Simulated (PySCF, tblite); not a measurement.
# C₅H₈BClO: geometry, infrared bands and NMR shifts

What infrared bands and NMR shifts should C₅H₈BClO (`CO[C@@H]1BC=C[C@@H]1Cl`) show?

Programs: tblite 0.8.0 and PySCF 2.14.0, with density-fitted response routines of our own. Each step states its level of theory. These are calculated values for one molecule in the gas phase, unless marked as measured. Atoms are numbered from 0 throughout.

### Step 1. The molecule as given

16 atoms, charge 0, multiplicity 1; geometry from: force field or distance geometry start.

Bonds of the start (Å): C0–O1 1.42, O1–C2 1.41, C2–B3 1.58, B3–C4 1.53, C4–C5 1.33, C5–C6 1.51, C6–Cl7 1.79, C6–C2 1.56, C0–H8 1.11, C0–H9 1.11, C0–H10 1.12, C2–H11 1.11, B3–H12 1.19, C4–H13 1.08, C5–H14 1.09, C6–H15 1.12.

### Step 2. Optimising the geometry with GFN2-xTB

What the job is given:

```
{"job": {"kind": "relax", "xc": "GFN2-xTB", "basis": "xTB"}, "charge": 0, "multiplicity": 1}
C      2.459200     0.384100    -0.017100
O      1.376400    -0.391900    -0.509000
C      0.252100    -0.222900     0.326200
B     -0.664900    -1.504100     0.239700
C     -2.092500    -1.034200    -0.059000
C     -2.076800     0.275600    -0.277400
C     -0.706100     0.901500    -0.188100
Cl    -0.258500     1.546100    -1.791500
H      3.294000     0.323500    -0.738800
H      2.811400    -0.006000     0.963000
H      2.160500     1.456400     0.078700
H      0.488100    -0.068200     1.402000
H     -0.370000    -2.592000     0.625800
H     -2.979900    -1.648300    -0.103800
H     -2.969100     0.849800    -0.517000
H     -0.731600     1.739500     0.554700
```

The run is started by

```sh
$ OMP_NUM_THREADS=1 python probes_run.py task.json out
```

This one command runs all jobs of the session in turn.

**Question.** This job is followed by: GFN2-xTB harmonic vibrations, gas phase; GIAO PBE0/pcSseg-1 NMR shielding, non-relativistic, gas phase. Predict these results of the whole session: strongest single infrared mode (GFN2-xTB); zero-point energy (GFN2-xTB); 13C shifts against TMS (PBE0/pcSseg-1); 1H shifts against TMS (PBE0/pcSseg-1, means over atoms taken as alike); 17O shifts against H2O (PBE0/pcSseg-1); 11B shifts against BF3·OEt2 (PBE0/pcSseg-1); 35Cl shifts against HCl (PBE0/pcSseg-1).

As calculated:

| quantity | value |
| --- | --- |
| strongest single infrared mode (GFN2-xTB) | 2729 cm⁻¹, 97 km/mol |
| zero-point energy (GFN2-xTB) | 75.2 kcal/mol |
| 13C shifts against TMS (PBE0/pcSseg-1) | 182.8, 147.4, 89.5, 68.6, 60.8 ppm |
| 1H shifts against TMS (PBE0/pcSseg-1, means over atoms taken as alike) | 8.03, 7.38, 6.99, 5.03, 3.62, 3.47 ppm |
| 17O shifts against H2O (PBE0/pcSseg-1) | 32.4 ppm |
| 11B shifts against BF3·OEt2 (PBE0/pcSseg-1) | 76.3 ppm |
| 35Cl shifts against HCl (PBE0/pcSseg-1) | 195 ppm |

In words: Relaxing lowered the energy by 0.301 eV in 73 steps; the close pair that moved most is B3–H12, from 1.191 to 1.161 Å. All 42 modes are real, so the xTB geometry is a minimum. The strongest single mode, at 2729 cm⁻¹, moves mainly H12. Unscaled tight-binding wavenumbers are off by several per cent, some by more. Its intensities can rank the bands wrongly. At PBE0/pcSseg-1: The widest tensor belongs to Cl7: span 546 ppm, with a paramagnetic part of -393 ppm.
